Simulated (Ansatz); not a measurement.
# Cl₂H₂OSTi: a ladder of functionals and wavefunction methods

The task here is to estimate one member of a computed series from the others.

Method: functionals in def2-TZVPP, the program's frozen cores in correlated methods; program: Ansatz 0.2.0, Gaussian basis.

The runs, in order: LDA (SPW92), PBE-D4, revPBE-D4, BLYP-D4, r2SCAN-D4, B97M-V, PBE0-D4, B3LYP-D4, r2SCANh-D4, r2SCAN0-D4, HSE06-D4, BHLYP-D4, CAM-B3LYP-D4, LC-ωPBE, ωB97X-V, ωB97M-V, B2PLYP, PBE-QIDH; CCSD(T)/def2-SVP; CCSD(T)/def2-TZVPP; MP2/def2-QZVPP; extrapolation to the limit; RPA on PBE.

### Structure used throughout

An earlier PBE0-D4 in a triple-zeta def2 set relaxation fixed the geometry.

SMILES `[OH][Ti]([SH])([Cl])[Cl]`, 7 atoms, charge 0, spin multiplicity 1.

Atoms are counted from 1 here; the program's logs count them from 0.

Bond lengths: O1–Ti2 1.744 Å, O1–H6 0.958 Å, Ti2–S3 2.268 Å, Ti2–Cl4 2.192 Å, Ti2–Cl5 2.187 Å, S3–H7 1.349 Å. Angles: Ti2–O1–H6 149.2°, O1–Ti2–S3 104.3°, O1–Ti2–Cl4 112.2°, O1–Ti2–Cl5 111.5°, S3–Ti2–Cl4 109.9°, S3–Ti2–Cl5 109.5°, Cl4–Ti2–Cl5 109.4°, Ti2–S3–H7 90.9°.

Geometry (Å):

```xyz
7

O    -1.3773    0.5587    0.8623
Ti   -0.1351    0.0385   -0.2459
S     1.3777   -1.0258    1.0661
Cl   -0.9056   -1.3416   -1.7641
Cl    0.8230    1.7398   -1.2321
H    -1.8639    1.2723    1.2758
H     2.1424   -1.3099   -0.0079
```

The first run:

in.yaml

```yaml
crystal:
  periodic: [false, false, false]
  atoms:
    - {symbol: O, position_ang: [-1.377256, 0.558724, 0.862312]}
    - {symbol: Ti, position_ang: [-0.135150, 0.038460, -0.245948]}
    - {symbol: S, position_ang: [1.377743, -1.025817, 1.066147]}
    - {symbol: Cl, position_ang: [-0.905632, -1.341578, -1.764128]}
    - {symbol: Cl, position_ang: [0.822958, 1.739801, -1.232058]}
    - {symbol: H, position_ang: [-1.863899, 1.272273, 1.275840]}
    - {symbol: H, position_ang: [2.142436, -1.309863, -0.007864]}
basis:
  gaussian: {orbitals: def2-TZVPP}
hamiltonian: {xc: lda}
output: {orbitals: {seedname: orbitals}}
```

Command:

```sh
$ ansatz run in.yaml --threads 4 --pin off --events-out ev --progress --plain --max-ram 10444MiB
```

Steps of the session up to this table: LDA; PBE-D4 (GGA); revPBE-D4 (GGA); BLYP-D4 (GGA); r2SCAN-D4 (meta-GGA); B97M-V (meta-GGA); PBE0-D4 (hybrid); B3LYP-D4 (hybrid); r2SCANh-D4 (hybrid); r2SCAN0-D4 (hybrid); HSE06-D4 (hybrid); BHLYP-D4 (hybrid); CAM-B3LYP-D4 (range-separated); LC-ωPBE (range-separated); ωB97X-V (range-separated); ωB97M-V (range-separated); B2PLYP (double hybrid); PBE-QIDH (double hybrid).

One of the session's tables, all rows but one given; the rest of the session is left out.

It belongs to the step «Orbital energies across the functionals». 

| functional | HOMO (eV) | LUMO (eV) | gap (eV) |
| --- | --- | --- | --- |
| LDA (SPW92) | -6.91 | -4.02 | 2.89 |
| PBE-D4 | -6.76 | -3.81 | 2.96 |
| revPBE-D4 | -6.71 | -3.73 | 2.98 |
| BLYP-D4 | -6.59 | -3.68 | 2.91 |
| r2SCAN-D4 | -7.07 | -3.78 | 3.29 |
| B97M-V | -7.13 | -3.76 | 3.36 |
| PBE0-D4 | -7.97 | -2.91 | 5.06 |
| B3LYP-D4 | ? | ? | ? |
| r2SCANh-D4 | -7.50 | -3.42 | 4.08 |
| r2SCAN0-D4 | -8.17 | -2.87 | 5.30 |
| HSE06-D4 | -7.57 | -3.29 | 4.28 |
| BHLYP-D4 | -9.01 | -1.83 | 7.19 |
| CAM-B3LYP-D4 | -9.23 | -1.83 | 7.40 |
| LC-ωPBE | -10.61 | -0.83 | 9.78 |
| ωB97X-V | -10.25 | -0.79 | 9.45 |
| ωB97M-V | -10.07 | -0.75 | 9.32 |

**Question.** Estimate the row for B3LYP-D4.

Worked estimate for «HOMO (eV)». Against the share of exact exchange, BLYP-D4 (0, -6.59), BHLYP-D4 (0.5, -9.01) give a slope of -4.84 per unit share; at 0.2 the line stands at -7.56.

As computed: HOMO (eV): -7.71; LUMO (eV): -3.14; gap (eV): 4.58. In «HOMO (eV)» the line misses by +0.15.
